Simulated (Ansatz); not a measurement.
# AlIn2N3: the cost of one run

Program: Ansatz 0.2.0. Level of theory: DFT PBE, scalar-relativistic, plane waves, PAW. These are calculated values, not measurements.

### Step 1. The starting structure

The structure is orthorhombic, space group Cmc2_1 (No. 36). The conventional cell has a = 10.296 Å, b = 5.926 Å, c = 5.500 Å, α = 90.00°, β = 90.00°, γ = 90.00°. Al (site symmetry m) is surrounded by 4 N at 1.90 to 1.92 Å. In (site symmetry 1) is surrounded by 4 N at 2.18 to 2.20 Å. N (site symmetry 1) is surrounded by 1 Al at 1.90 Å and 3 In at 2.18 to 2.20 Å. N (site symmetry m) is surrounded by 2 Al at 1.91 to 1.92 Å and 2 In at 2.19 Å.

As a file:

```cif
data_structure
_symmetry_space_group_name_H-M 'Cmc2_1'
_symmetry_Int_Tables_number 36
_cell_length_a 10.2962
_cell_length_b 5.9257
_cell_length_c 5.5000
_cell_angle_alpha 90.000
_cell_angle_beta 90.000
_cell_angle_gamma 90.000
_cell_volume 335.57
loop_
_atom_site_label
_atom_site_type_symbol
_atom_site_symmetry_multiplicity
_atom_site_Wyckoff_symbol
_atom_site_fract_x
_atom_site_fract_y
_atom_site_fract_z
_atom_site_occupancy
Al1 Al 4 a 0.00000 0.34124 0.01078 1
In1 In 8 b 0.16185 0.82644 0.01288 1
N1 N 8 b 0.15091 0.81795 0.61436 1
N2 N 4 a 0.00000 0.36864 0.66273 1
```

The runs take a perfect supercell of 48 atoms; the defect goes to fractional position (0.827, 0.005, 0.832).

### Step 2. The perfect supercell

Contents of input.yaml:

```yaml
crystal:
  lattice:
    - [5.148102, 2.962873, 5.500038]
    - [5.148102, -2.962873, -5.500038]
    - [-5.148102, 8.888619, -5.500038]
  atoms:
    - { symbol: Al, position: [0.826683, 0.005391, 0.832074] }
    - { symbol: Al, position: [0.076683, 0.505391, 0.582074] }
    - { symbol: Al, position: [0.326683, 0.005391, 0.332074] }
    - { symbol: Al, position: [0.576683, 0.505391, 0.082074] }
    - { symbol: Al, position: [0.542926, 0.255391, 0.798317] }
    - { symbol: Al, position: [0.042926, 0.255391, 0.298317] }
    - { symbol: Al, position: [0.792926, 0.755391, 0.548317] }
    - { symbol: Al, position: [0.292926, 0.755391, 0.048317] }
    - { symbol: In, position: [0.745415, 0.168294, 0.589999] }
    - { symbol: In, position: [0.495414, 0.668293, 0.839999] }
    - { symbol: In, position: [0.245414, 0.168293, 0.089999] }
    - { symbol: In, position: [0.995414, 0.668293, 0.339999] }
    - { symbol: In, position: [0.171707, 0.344586, 0.839999] }
    - { symbol: In, position: [0.421707, 0.844586, 0.589999] }
    - { symbol: In, position: [0.671707, 0.344586, 0.339999] }
    - { symbol: In, position: [0.921707, 0.844586, 0.089999] }
    - { symbol: In, position: [0.873148, 0.594586, 0.79144] }
    - { symbol: In, position: [0.123147, 0.094585, 0.54144] }
    - { symbol: In, position: [0.373148, 0.594586, 0.29144] }
    - { symbol: In, position: [0.623147, 0.094585, 0.04144] }
    - { symbol: In, position: [0.196855, 0.918293, 0.79144] }
    - { symbol: In, position: [0.446855, 0.418293, 0.54144] }
    - { symbol: In, position: [0.696855, 0.918293, 0.29144] }
    - { symbol: In, position: [0.946855, 0.418293, 0.04144] }
    - { symbol: "N", position: [0.338342, 0.958089, 0.994617] }
    - { symbol: "N", position: [0.588342, 0.458089, 0.744617] }
    - { symbol: "N", position: [0.838342, 0.958089, 0.494617] }
    - { symbol: "N", position: [0.088342, 0.458089, 0.244617] }
    - { symbol: "N", position: [0.036527, 0.656274, 0.994617] }
    - { symbol: "N", position: [0.286527, 0.156274, 0.744617] }
    - { symbol: "N", position: [0.536527, 0.656274, 0.494617] }
    - { symbol: "N", position: [0.786527, 0.156274, 0.244617] }
    - { symbol: "N", position: [0.979475, 0.406274, 0.687565] }
    - { symbol: "N", position: [0.729475, 0.906274, 0.937565] }
    - { symbol: "N", position: [0.479475, 0.406274, 0.187565] }
    - { symbol: "N", position: [0.229475, 0.906274, 0.437565] }
    - { symbol: "N", position: [0.031289, 0.208088, 0.937565] }
    - { symbol: "N", position: [0.28129, 0.708089, 0.687565] }
    - { symbol: "N", position: [0.53129, 0.208089, 0.437565] }
    - { symbol: "N", position: [0.78129, 0.708088, 0.187565] }
    - { symbol: "N", position: [0.649995, 0.331367, 0.981362] }
    - { symbol: "N", position: [0.149995, 0.331367, 0.481362] }
    - { symbol: "N", position: [0.899995, 0.831367, 0.731362] }
    - { symbol: "N", position: [0.399995, 0.831367, 0.231362] }
    - { symbol: "N", position: [0.643638, 0.081367, 0.725005] }
    - { symbol: "N", position: [0.393638, 0.581367, 0.975005] }
    - { symbol: "N", position: [0.143638, 0.081367, 0.225005] }
    - { symbol: "N", position: [0.893638, 0.581367, 0.475005] }
basis:
  ecutwfc: 420
  fft_grid_basis: typed
kpoints:
  mp_grid: { grid: [2, 2, 2] }
hamiltonian:
  xc: pbe
  pseudopotentials: { kind: paw }
scf:
  occupations: { method: gaussian, width: 0.05 }
output:
  forces: true
  stress: false
  eigenvalues: true
  bader: false
  write_density: true
  volumetric_format: npy
```

On the command line:

```sh
$ ansatz run input.yaml --threads 4 --pin off --max-ram 10240MiB --backend cpu --events-out ev --progress --plain --runs-dir out
```

Q: Estimate wall time and peak memory on 4 threads of AMD EPYC 7R43 (Zen 3), shared host.

About 16 s, with a peak of 3.3 GiB.
